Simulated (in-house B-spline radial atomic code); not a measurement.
# Au⁴⁹⁺: excited configurations

Wanted: excitation energies of Au⁴⁹⁺ as differences of total energies (ΔSCF).

The numbers are computed with in-house B-spline radial atomic code version 1 (Dirac-Hartree-Fock, average of configuration, Fermi nucleus, basis-set limit), except any that are marked as measured or tabulated.

**1. The system**

```
element       : gold (Z = 79)
charge        : +49
electrons     : 30
configuration : [Ar] 3d10 4s2
Hamiltonian   : Dirac-Coulomb
nucleus       : Fermi, rms radius 5.437 fm
```

The outer shells:

[Ar] 3d10 4s2
```
[Ar] core
3d [↑↓][↑↓][↑↓][↑↓][↑↓]
4s [↑↓]
```

Settings of the run:

```ini
Z = 79
electrons = 30.0
configuration = [Ar] 3d10 4s2
hamiltonian = dirac
method = hf
spin_polarised = False
nucleus = fermi
rms_radius = 5.4371
mass_number = 197
atomic_mass = 196.966570103
speed_of_light = 137.035999084
```

The reference is known from an earlier run: -17283.333574 hartree in all. Up to eight levels, counted from the top:

```
orbital  occupation  energy (eV)  <r> (bohr)
  2p1/2           2     -16460.2     0.05793
  2p3/2           4     -14613.4     0.06639
  3s1/2           2     -5944.28      0.1794
  3p1/2           2     -5673.02      0.1700
  3p3/2           4     -5241.95      0.1842
  3d3/2           4     -4815.84      0.1601
  3d5/2           6     -4723.00      0.1645
  4s1/2           2     -2875.08      0.3578
```

**2. Configuration [Ar] 3d9 4s2 6s1**

Settings of the run:

```ini
Z = 79
electrons = 30.0
configuration = [Ar] 3d9 4s2 6s1
hamiltonian = dirac
method = hf
spin_polarised = False
nucleus = fermi
rms_radius = 5.4371
mass_number = 197
atomic_mass = 196.966570103
speed_of_light = 137.035999084
```

**3. Run with [Ar] 3d9 4s2 6p1**

The settings differ from step 2 so:

```diff
@@ -2,3 +2,3 @@
 electrons = 30.0
-configuration = [Ar] 3d9 4s2 6s1
+configuration = [Ar] 3d9 4s2 6p1
 hamiltonian = dirac
```

**4. [Ar] 3d9 4s2 7d1**

The settings differ from step 3 so:

```diff
@@ -2,3 +2,3 @@
 electrons = 30.0
-configuration = [Ar] 3d9 4s2 6p1
+configuration = [Ar] 3d9 4s2 7d1
 hamiltonian = dirac
```

**5. [Ne] 3s2 3p5 3d10 4s2 4d1**

The settings differ from step 4 so:

```diff
@@ -2,3 +2,3 @@
 electrons = 30.0
-configuration = [Ar] 3d9 4s2 7d1
+configuration = [Ne] 3s2 3p5 3d10 4s2 4d1
 hamiltonian = dirac
```

**6. Configuration [Ar] 3d9 4s2 8p1**

The settings differ from step 5 so:

```diff
@@ -2,3 +2,3 @@
 electrons = 30.0
-configuration = [Ne] 3s2 3p5 3d10 4s2 4d1
+configuration = [Ar] 3d9 4s2 8p1
 hamiltonian = dirac
```

Q: How far above the reference does each configuration lie (order and size, in eV)?

**Answer**, as computed:

| net move | configuration | energy above the reference (eV) | with Breit, QED, recoil (eV) | largest <r> (bohr) |
| --- | --- | --- | --- | --- |
| 3p → 4d | [Ne] 3s2 3p5 3d10 4s2 4d1 | 2928.13 | 2920.45 | 0.362 |
| 3d → 6s | [Ar] 3d9 4s2 6s1 | 3605.93 | 3602.66 | 0.890 |
| 3d → 6p | [Ar] 3d9 4s2 6p1 | 3661.11 | 3657.53 | 0.925 |
| 3d → 7d | [Ar] 3d9 4s2 7d1 | 4007.15 | 4003.02 | 1.31 |
| 3d → 8p | [Ar] 3d9 4s2 8p1 | 4163.24 | 4159.21 | 1.72 |

Quantum defects of the promoted electron, δ = n − ζ/√(−2ε) with ζ = 50 and ε its orbital energy in hartree:

| promotion | δ |
| --- | --- |
| 3d → 6s | 0.561 |
| 3d → 6p | 0.425 |
| 3d → 7d | 0.258 |
| 3d → 8p | 0.422 |

At the bottom stands 3p → 4d (2928.13 eV), at the top 3d → 8p (4163.24 eV). Koopmans' estimate of the ionisation threshold is 2875.08 eV; 4 configurations exceed it by over 2 % and could autoionise. Of those tabulated, the defect is largest for 6s (0.56) and least for 7d (0.26); at this charge much of the defect is relativistic. Two partly filled shells share a symmetry and can mix in the average, which may lower the energy, for: 3d → 7d. These are averages over configurations, without correlation, not spectroscopic levels.
